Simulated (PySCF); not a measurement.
SGaH5, in a box:

```xyz
7
Lattice="12.0000 0.0000 0.0000 0.0000 13.0000 0.0000 0.0000 0.0000 12.0000" Properties=species:S:1:pos:R:3 pbc="T T T"
S     4.7981    5.3410    6.3548
Ga    5.7227    7.7366    6.0970
H     5.4616    4.8957    7.3807
H     5.6577    4.7262    5.4543
H     5.1573    8.0348    4.6588
H     4.9722    8.3311    7.3632
H     7.2257    7.2803    6.2862
```

The cell isn't the ideal one: atoms moved at random, drawn with an rms of 0.05 Å.

Program: PySCF 2.14.0. Alike in all runs: task atomic charges; potentials or basis def2-svp (all-electron); no spin polarisation; cell atoms moved at random, drawn with an rms of 0.05 Å; k mesh 1 × 1 × 1; smearing fixed.

Question: Order these runs on this cell by their band gap on the k mesh, lowest first.
A. level PBE
B. level X3LYP+D3; three-body dispersion term no; exxdiv ewald; three-centre integrals read from an earlier run's file
C. level r2SCAN0; exxdiv ewald; three-centre integrals read from an earlier run's file

Answer: A (5.26 eV), B (7.16 eV), C (8.00 eV).

Caveats: this is a molecule in a periodic box at the Γ point, so its band gap is the HOMO-LUMO gap; relativity is left out, which matters for the heavier elements; the basis of atomic orbitals isn't converged, which shifts pressures, moduli and gaps.

